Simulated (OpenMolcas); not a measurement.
# singlet [SiNH2F2]−: levels of theory compared

Aim: a comparison of 6 runs (HF/def2-SVPD, B3LYP/6-31G*, B2PLYP/def2-SVPD, PBE0/def2-SVPD, SVWN5/def2-SVPD, CCSD(T)/def2-SVPD) of singlet [SiNH2F2]−. 

Program for the calculation: OpenMolcas 26.06.

## 1. The structure to begin with

[SiNH2F2]−: 6 atoms, total charge -1, spin state singlet. SMILES of the parent species: `[NH][SiH](F)F`. Geometry: relaxed at PBE0-D4/def2-TZVP. This is one conformer, not always the lowest. That shape belongs to the parent species and isn't relaxed for this state.

Bond lengths: N1–Si2 1.727 Å, Si2–F3 1.580 Å, Si2–F4 1.587 Å, N1–H5 1.021 Å, Si2–H6 1.473 Å. Angles: N1–Si2–F3 107.9°, N1–Si2–F4 114.0°, F3–Si2–F4 106.4°, N1–Si2–H6 109.2°, F3–Si2–H6 109.9°, F4–Si2–H6 109.3°, Si2–N1–H5 116.5°.

## 2. A single-point energy at HF/def2-SVPD (run 1)

Input file run.inp:

```
&GATEWAY
BasLib = $CurrDir
Coord
6
angstrom
N       -0.025400       1.001700      -0.903700
Si       0.188000      -0.244900       0.273000
F        1.578700      -0.941400      -0.004700
F       -0.908600      -1.390200       0.207400
H       -0.977800       1.156700      -1.236500
H        0.187200       0.354100       1.618300
Basis = def2-SVPD
Group = NoSym
&SEWARD
&SCF
Charge = -1
Thresholds = 1e-10 1e-07 1e-07 1e-05
PrOrbitals = 1 2
```

The basis set def2-SVPD is read from a file made from the Basis Set Exchange's data (not shown).

Started as:

```sh
$ export MOLCAS_MEM=1860
$ pymolcas run.inp > run.log
```

Output:

```text
--- Start Module: gateway ---
[...]
--- Stop Module: gateway /rc=_RC_ALL_IS_WELL_ ---
--- Start Module: seward ---
[...]
      Basis functions          106
--- Stop Module: seward /rc=_RC_ALL_IS_WELL_ ---
[...]
--- Start Module: scf ---
[...]
       Convergence after  16 Iterations
[...]
::    Total SCF energy                               -543.2707768071
[...]
      Total spin, S                                     0.0000000000
[...]
      Total electronic charge=   42.000000
      Total            charge=   -1.000000
[...]
      Dipole Moment (debye):
      Origin of the operator (angstrom)=    0.2054   -0.4342   -0.0095
                   X= -4.1571E-01               Y= -3.8210E+00               Z=  2.7984E+00           Total=  4.7543E+00
      Center of Charge (angstrom)
[...]
--- Stop Module: scf /rc=_RC_ALL_IS_WELL_ ---
[...]
```

Wall time 12 s (1 thread of Arm Neoverse V1, shared host); peak memory 0.61 GiB.

## 3. A single-point energy at B3LYP/6-31G(d) (spherical functions) (run 2)

Input file struct.xyz:

```xyz
6

N     -0.025400     1.001700    -0.903700
Si     0.188000    -0.244900     0.273000
F      1.578700    -0.941400    -0.004700
F     -0.908600    -1.390200     0.207400
H     -0.977800     1.156700    -1.236500
H      0.187200     0.354100     1.618300
```

Input file job.input:

```
&GATEWAY
BasLib=$CurrDir
Coord=struct.xyz
Basis=6-31Gs
Group=NoSym
&SEWARD
GridInput
Grid=UltraFine
End of Grid
&SCF
Charge=-1
KSDFT=B3LYP
Thresholds=1e-10 1e-07 1e-07 1e-05
PrOrbitals=1 2
```

The basis set 6-31G* is read from a file made from the Basis Set Exchange's data (not shown).

Started as:

```sh
$ export MOLCAS_MEM=1860
$ pymolcas job.input > job.log
```

Output:

```text
--- Start Module: gateway ---
[...]
--- Stop Module: gateway /rc=_RC_ALL_IS_WELL_ ---
--- Start Module: seward ---
[...]
      Basis functions           64
--- Stop Module: seward /rc=_RC_ALL_IS_WELL_ ---
[...]
--- Start Module: scf ---
[...]
       Convergence after  17 Iterations
[...]
::    Total KS-DFT energy                            -545.2453022591
[...]
      Total spin, S                                     0.0000000000
[...]
      Total electronic charge=   42.000000
      Total            charge=   -1.000000
[...]
      Dipole Moment (debye):
      Origin of the operator (angstrom)=    0.2054   -0.4342   -0.0095
                   X= -5.0618E-01               Y= -3.4190E+00               Z=  2.2363E+00           Total=  4.1166E+00
      Center of Charge (angstrom)
[...]
--- Stop Module: scf /rc=_RC_ALL_IS_WELL_ ---
[...]
```

Run time: 16 s. Hardware: 1 thread of Arm Neoverse V1, shared host; peak memory 0.4 GiB.

Run 3 isn't shown in full; the table further down has it.

## 4. A single-point energy at PBE0/def2-SVPD (run 4)

Input file coord.xyz:

```xyz
6

N     -0.025400     1.001700    -0.903700
Si     0.188000    -0.244900     0.273000
F      1.578700    -0.941400    -0.004700
F     -0.908600    -1.390200     0.207400
H     -0.977800     1.156700    -1.236500
H      0.187200     0.354100     1.618300
```

Input file mol.input:

```
* F2H2NSi Kohn-Sham DFT
>>> EXPORT MOLCAS_PRINT=2

&gateway
  baslib = $CurrDir
  coord = coord.xyz
  basis = def2-SVPD
  group = NoSym

&seward
  gridinput
  Grid=UltraFine
  End of Grid

&scf
  charge = -1
  ksdft = PBE0
  thresholds = 1e-10 1e-07 1e-07 1e-05
  prorbitals = 0
```

The basis set def2-SVPD is read from a file made from the Basis Set Exchange's data (not shown).

Started as:

```sh
$ export MOLCAS_MEM=1860
$ pymolcas mol.input > mol.log
```

Output:

```text
--- Start Module: gateway ---
[...]
--- Stop Module: gateway /rc=_RC_ALL_IS_WELL_ ---
--- Start Module: seward ---
[...]
      Basis functions          106
--- Stop Module: seward /rc=_RC_ALL_IS_WELL_ ---
[...]
--- Start Module: scf ---
[...]
       Convergence after  20 Iterations
[...]
::    Total KS-DFT energy                            -544.6354811690
[...]
      Total spin, S                                     0.0000000000
[...]
      Total electronic charge=   42.000000
      Total            charge=   -1.000000
[...]
      Dipole Moment (debye):
      Origin of the operator (angstrom)=    0.2054   -0.4342   -0.0095
                   X= -3.5221E-01               Y= -3.4723E+00               Z=  2.3558E+00           Total=  4.2108E+00
      Center of Charge (angstrom)
[...]
--- Stop Module: scf /rc=_RC_ALL_IS_WELL_ ---
[...]
```

Run time: 42 s. Hardware: 1 thread of Arm Neoverse V1, shared host; peak memory 0.61 GiB.

Run 5 isn't shown in full; the table further down has it.

## 5. A single-point energy at CCSD(T)/def2-SVPD (Cholesky decomposition) (run 6)

Input file job.inp:

```
* F2H2NSi CCSD(T)

&GATEWAY
 BasLib=$CurrDir
 Coord
 6
 angstrom
 N       -0.025400       1.001700      -0.903700
 Si       0.188000      -0.244900       0.273000
 F        1.578700      -0.941400      -0.004700
 F       -0.908600      -1.390200       0.207400
 H       -0.977800       1.156700      -1.236500
 H        0.187200       0.354100       1.618300
 Basis=def2-SVPD
 Group=NoSym

&SEWARD
 High

&SCF
 Charge=-1
 Thresholds=1e-10 1e-07 1e-07 1e-05
 PrOrbitals=1

&CHCC
 Frozen=8
 Threshold=1e-08
 MaxIterations=80

&CHT3
 Frozen=8
```

The basis set def2-SVPD is read from a file made from the Basis Set Exchange's data (not shown).

Started as:

```sh
$ export MOLCAS_MEM=1860
$ pymolcas job.inp > job.log
```

Output:

```text
--- Start Module: gateway ---
[...]
--- Stop Module: gateway /rc=_RC_ALL_IS_WELL_ ---
[...]
      Basis functions          106
[...]
       Convergence after  16 Iterations
[...]
::    Total SCF energy                               -543.2707767198
[...]
      Total spin, S                                     0.0000000000
[...]
      Total electronic charge=   42.000000
      Total            charge=   -1.000000
[...]
      Dipole Moment (debye):
      Origin of the operator (angstrom)=    0.2054   -0.4342   -0.0095
                   X= -4.1571E-01               Y= -3.8210E+00               Z=  2.7984E+00           Total=  4.7543E+00
      Center of Charge (angstrom)
[...]
--- Start Module: chcc ---
[...]
--- Stop Module: chcc /rc=_RC_ALL_IS_WELL_ ---
[...]
--- Start Module: cht3 ---
[...]
--- Stop Module: cht3 /rc=_RC_ALL_IS_WELL_ ---
[...]
```

Wall time 7.1 min (1 thread of Arm Neoverse V1, shared host); peak memory 0.21 GiB.

## 6. Overview of the runs

| run | level | integration grid | frozen core orbitals | energy (Eh) | HOMO energy (eV) | LUMO energy (eV) | HOMO–LUMO gap (eV) | wall time |
| --- | --- | --- | --- | --- | --- | --- | --- | --- |
| 1 | HF/def2-SVPD | – | – | -543.270777 | -2.96 | 6.60 | 9.57 | 12 s |
| 2 | B3LYP/6-31G* (spherical functions) | UltraFine | – | -545.245302 | 1.31 | 7.32 | 6.01 | 16 s |
| 3 | B2PLYP/def2-SVPD | UltraFine | 8 | -544.700415 | -1.09 | 5.52 | 6.61 | 38 s |
| 4 | PBE0/def2-SVPD | UltraFine | – | -544.635481 | -0.03 | 4.99 | 5.02 | 42 s |
| 5 | SVWN5/def2-SVPD | UltraFine | – | -542.153411 | 0.92 | 4.38 | 3.46 | 34 s |
| 6 | CCSD(T)/def2-SVPD (Cholesky decomposition) | – | 8 | -543.992600 | -2.96 | 6.60 | 9.57 | 7.1 min |

## 7. Summary of results

```
                                                    quantity          value
                                         run 6: total energy  -543.99260 Eh
                  run 6: HOMO energy (Hartree–Fock orbitals)       -2.96 eV
                  run 6: LUMO energy (Hartree–Fock orbitals)        6.60 eV
run 6: HOMO–LUMO gap (to an unbound level, set by the basis)        9.57 eV
          run 6: correlation energy (8 core orbitals frozen)     -721.8 mEh
                                       run 6: (T) correction     -19.56 mEh
```

What this shows: Over runs 1, 2, 3, 4, 5 the HOMO–LUMO gap runs from 3.46 eV (SVWN5/def2-SVPD) to 9.57 eV (HF/def2-SVPD). Exact exchange widens orbital gaps. The empty levels of an anion lie above zero and hang on the basis. For B2PLYP the log adds the whole second-order term; the table takes 0.27 of it, as the functional is defined. Totals of different functionals can't be ranked against each other. In runs 2, 5 the HOMO lies above zero, so the outermost electron may be held by the basis alone. All runs together took 9.5 min, the longest 7.1 min.
